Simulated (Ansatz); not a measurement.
Runs of Ansatz 0.2.0 on BiS. The structure is cubic, space group Pm-3m (No. 221). Conventional cell: a = 4.003 Å, b = 4.003 Å, c = 4.003 Å, α = 90.00°, β = 90.00°, γ = 90.00°. Bi (site symmetry m-3m) has 8 S at 3.47 Å as nearest neighbours. Around S (site symmetry m-3m) lie 8 Bi at 3.47 Å. The cell was built by a generator and needn't be a form met in nature.

```tsv
task	level	cell	points for each segment of the path	gap on the mesh (eV)	pressure (GPa)	relaxed volume (Å³/atom)
relaxation of cell and atoms	HSEsol	relaxed	-	none	0.0	(b)
relaxation of cell and atoms	HSE03	relaxed	-	none	0.0	22.33
single point	PBEsol0	as given	-	none	-14.8	-
relaxation of cell and atoms	HF	relaxed	-	none	0.0	(c)
relaxation of cell and atoms	PBE0	relaxed	-	none	0.0	22.51
band structure	HSE06	as given	4	none	(a)	-
single point	HF	as given	-	none	-12.1	-
single point	PBE0	as given	-	none	-13.5	-
```

Alike in all rows: potentials or basis Ansatz PAW; no spin polarisation; k mesh 4 × 4 × 4; cutoff (eV) 420; smearing fermi-dirac 0.05 eV; the mesh is coarse, so values aren't converged.

Problem. Fill in the values left out.

Solution. (a) -13.2; (b) 21.57; (c) 24.12.

Caveats: all runs use coarse meshes; spin-orbit coupling is left out, which moves the levels of the heavy elements; the PAW data sets come from PBE, with cores solved anew for the run's functional, which leaves a small shift of forces and pressure; the volume moved by over 15 % at a fixed basis, so the end points are rough (some runs); the plane-wave basis is chosen anew once the cell has moved, so the energies of steps on either side of that aren't comparable (some runs); the thresholds are loose for stress (some runs).

A k mesh can miss the band edges, and the runs leave out spin-orbit coupling on Bi.

A gap of «none» marks a metal or a gap under the smearing width.
